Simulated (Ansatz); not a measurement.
# TiBiF6 (element-swapped structure): how the settings move a single-point run

Question: which choices in the input matter for TiBiF6 (element-swapped structure)?

Computed with Ansatz 0.2.0 (reference: DFT r2SCAN, plane waves, PAW, scalar-relativistic, collinear spin, unless a step's input says otherwise).

## 1. Starting point

It takes space group R-3 (No. 148, trigonal). The conventional cell has a = 5.286 Å, b = 5.286 Å, c = 14.205 Å, α = 90.00°, β = 90.00°, γ = 120.00°. Bi (site symmetry -3) has 6 F at 2.15 Å as nearest neighbours. Around Ti (site symmetry -3) lie 6 F at 2.00 Å. Around F (site symmetry 1) lie 1 Ti at 2.00 Å and 1 Bi at 2.15 Å.

Structure file:

```cif
data_structure
_symmetry_space_group_name_H-M 'R-3:H'
_symmetry_Int_Tables_number 148
_cell_length_a 5.2865
_cell_length_b 5.2865
_cell_length_c 14.2055
_cell_angle_alpha 90.000
_cell_angle_beta 90.000
_cell_angle_gamma 120.000
_cell_volume 343.81
loop_
_atom_site_label
_atom_site_type_symbol
_atom_site_symmetry_multiplicity
_atom_site_Wyckoff_symbol
_atom_site_fract_x
_atom_site_fract_y
_atom_site_fract_z
_atom_site_occupancy
Bi1 Bi 3 b 0.33333 0.66667 0.16667 1
Ti1 Ti 3 a 0.00000 0.00000 0.00000 1
F1 F 18 f 0.30100 0.98200 0.08000 1
```

## 2. Baseline

input.yaml reads:

```yaml
crystal:
  lattice:
    - [2.64322746, 4.57820097, 0.0]
    - [-2.64322746, 4.57820097, 0.0]
    - [0.0, -3.05213131, 4.73515124]
  atoms:
    - { symbol: Bi, position: [0.5, 0.5, 0.5] }
    - { symbol: Ti, position: [0.0, 0.0, 0.0], spin: 0.7 }
    - { symbol: F, position: [0.239, 0.619, 0.76] }
    - { symbol: F, position: [0.902, 0.239, 0.76] }
    - { symbol: F, position: [0.619, 0.902, 0.76] }
    - { symbol: F, position: [0.761, 0.381, 0.24] }
    - { symbol: F, position: [0.098, 0.761, 0.24] }
    - { symbol: F, position: [0.381, 0.098, 0.24] }
kpoints:
  mp_grid: { grid: [4, 4, 4], shift: [0, 0, 0] }
magnetization:
  spin_polarized: true
scf:
  occupations: { method: fermi_dirac }
hamiltonian:
  pseudopotentials: { kind: paw }
  xc: r2scan
basis:
  ecutwfc: 500
output:
  forces: true
  stress: true
  eigenvalues: true
```

On the command line:

```sh
$ ansatz run input.yaml --threads 1 --pin off --max-ram 2560MiB --backend cpu --events-out ev --progress --plain --runs-dir out
```

## 3. Changing settings: occupations.method cold, occupations.width 0.025, accuracy high

Edit input.yaml of step 2 so:

```diff
@@ -19,3 +19,3 @@
 scf:
-  occupations: { method: fermi_dirac }
+  occupations: { method: cold, width: 0.025 }
 hamiltonian:
@@ -29 +29,6 @@
   eigenvalues: true
+  write_density: true
+  write_potential: true
+  elf: true
+  volumetric_format: npy
+accuracy: high
```

## 4. Changing settings: chi_scale 0.3, dr2_threshold 1.0e-06

Edit input.yaml of step 2 so:

```diff
@@ -20,2 +20,4 @@
   occupations: { method: fermi_dirac }
+  initial_density: { chi_scale: 0.3 }
+  convergence: { dr2_threshold: 1.0e-06 }
 hamiltonian:
@@ -29 +31,5 @@
   eigenvalues: true
+  write_density: true
+  write_potential: true
+  elf: true
+  volumetric_format: npy
```

## 5. Changing settings: occupations.method methfessel_paxton, occupations.width 0.005

Edit input.yaml of step 2 so:

```diff
@@ -19,3 +19,3 @@
 scf:
-  occupations: { method: fermi_dirac }
+  occupations: { method: methfessel_paxton, width: 0.005 }
 hamiltonian:
```

## 6. A further run, with the input changed

Edit input.yaml of step 2 so:

```diff
@@ -20,2 +20,4 @@
   occupations: { method: fermi_dirac }
+  convergence: { dr2_threshold: 1.0e-14 }
+  max_iter: 75
 hamiltonian:
```

(Steps that only read results are left out.)

Q: Predict the outcome of this session. Wanted: for each run, ending; energy change; pressure; abs. moment; force.

The runs gave:

```tsv
run	ending	energy change	pressure (GPa)	abs. moment (μB)	force (eV/Å)	cycles	time
reference	converged	0	9.8	1.06	2.12	29	3.4 min
1: occupations.method cold, occupations.width 0.025, accuracy high	converged	-0.6 meV/atom (σ→0)	9.8	1.07	2.12	55	4.9 min
2: chi_scale 0.3, dr2_threshold 1.0e-06	converged	0.0 meV/atom	9.8	1.06	2.12	30	3.4 min
3: occupations.method methfessel_paxton, occupations.width 0.005	converged	-0.6 meV/atom (σ→0)	9.8	1.06	2.12	41	4 min
4: dr2_threshold 1.0e-14	converged	0.0 meV/atom	9.8	1.06	2.12	52	6.1 min
```

Times don't compare one to one where runs were asked for different outputs or read a saved state (see the inputs); cycles may leave out searches for a lower state.

Residual by cycle in the longest SCF loop of each run; runs are numbered as in the table. The quantity is the density residual dr2, in eV.

```tsv
cycle	reference	run 1	run 2	run 3	run 4
1	9.98	10.1	554	10.1	9.98
4	0.301	0.292	5.97	0.365	0.301
7	0.0251	0.0309	0.12	0.0457	0.0251
9	0.00537	0.00348	0.0741	0.0126	0.00537
12	5.1e-5	5.1e-5	0.00378	3.4e-4	5.1e-5
15	1.7e-6	3.4e-6	1.2e-4	9.7e-6	1.7e-6
18	4.6e-8	1.7e-7	3.9e-6	4.0e-7	4.6e-8
21	-	2.3e-9	-	-	3.0e-9
24	-	1.0e-10	-	-	1.2e-11
26	-	-	-	-	3.1e-12
29	-	-	-	-	3.1e-14
32	-	-	-	-	3.3e-15
```

**Reading.** No change moves the result by more than the table shows.

The reference is no final answer either: its magnetic state comes from one start and may not be the lowest; the cell is far from equilibrium (10 GPa, forces up to 2.1 eV/Å), so its values aren't those of the relaxed material; the structure is made up and not relaxed.
